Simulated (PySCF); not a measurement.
# C5H9ClOSi: the cost of one run

Computed with PySCF 2.14.0, with density-fitted response routines of our own, on a single molecule in the gas phase. Atoms count from 0, in the outputs and in this text.

**1. The starting structure**

17 atoms, charge 0, multiplicity 1; geometry from: GFN2-xTB.

Bonds of the start (Å): C0–Si1 1.90, Si1–C2 1.90, C2–C3 1.33, C3–Cl4 1.74, C3–C5 1.47, C5–C6 1.50, C5–O7 1.22, C0–H8 1.08, C0–H9 1.08, C0–H10 1.09, Si1–H11 1.46, Si1–H12 1.48, C2–H13 1.08, C6–H14 1.09, C6–H15 1.09, C6–H16 1.09.

**2. Ultraviolet spectrum: CAM-B3LYP/def2-SVPD**

The job: settings as JSON, then the geometry in Å.

```
{"job": {"kind": "uv", "xc": "CAM-B3LYP", "basis": "def2-SVPD", "nstates": 8, "ntriplets": 3}, "charge": 0, "multiplicity": 1}
C     -2.521536     0.061342     0.240446
Si    -1.389279    -0.537348    -1.161599
C      0.114854    -1.464838    -0.465841
C      1.135512    -0.828051     0.099242
Cl     2.527356    -1.662045     0.736435
C      1.121062     0.638736     0.197597
C      2.315838     1.324865     0.782494
O      0.145122     1.242626    -0.202218
H     -2.052363     0.825486     0.848628
H     -3.431353     0.479878    -0.176458
H     -2.804677    -0.763410     0.888478
H     -1.035260     0.421654    -2.202855
H     -2.120098    -1.635009    -1.837458
H      0.142638    -2.540779    -0.537417
H      2.487638     0.964934     1.795173
H      3.199025     1.083788     0.193386
H      2.158520     2.400202     0.792058
```

Method: TDDFT CAM-B3LYP/def2-SVPD, vertical, gas phase, core orbitals frozen in the response.

Launch:

```
$ OMP_NUM_THREADS=1 python probes_run.py task.json out
```

One launch serves the whole session: the jobs run in the order shown.

Q: Estimate the wall time and peak memory of this job on 1 thread of Arm Neoverse N1, shared host.

About 2.3 min, with a peak of 1.1 GiB.
